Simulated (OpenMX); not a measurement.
MnSb:

```xyz
4
Lattice="4.1500 0.0000 0.0000 -2.0750 3.5940 0.0000 0.0000 0.0000 5.7800" Properties=species:S:1:pos:R:3 pbc="T T T"
Sb    2.0750    1.1980    4.3350
Sb    0.0000    2.3960    1.4450
Mn    0.0000    0.0000    2.8900
Mn    0.0000    0.0000    0.0000
```

Base run:

- Program: OpenMX 3.8.5
- Functional: PBE
- Potentials or basis: OpenMX 2013 PBE set, Sb7.0-s3p2d2, Mn6.0-s3p2d2, grid cutoff 500 Ry
- k mesh: 5 × 5 × 5
- Occupations: fermi-dirac, width 0.05 eV
- Spin: collinear spin, ferromagnetic start
- Starting moments: [0.0, 0.0, 4.0, 4.0] μB
- Hubbard terms: Mn U = 0 eV

Its results: net moment 6.79 μB per cell; site moments Sb -0.34; Mn +3.73 μB; largest force 0.007 eV/Å.

The run is repeated on the same cell with these changes: hubbard terms from Mn U = 0 eV to Mn U = 6 eV. What comes out?

Net moment 8.32 μB per cell; site moments Sb -0.73; Mn +4.89 μB; largest force 0.006 eV/Å.

Caveats: only a ferromagnetic start was run, and an antiferromagnetic order may lie lower in energy; the U is typed as a test and isn't derived for this compound; U acts on the first radial function of the shell alone, so its value doesn't carry over to other programs (some runs).
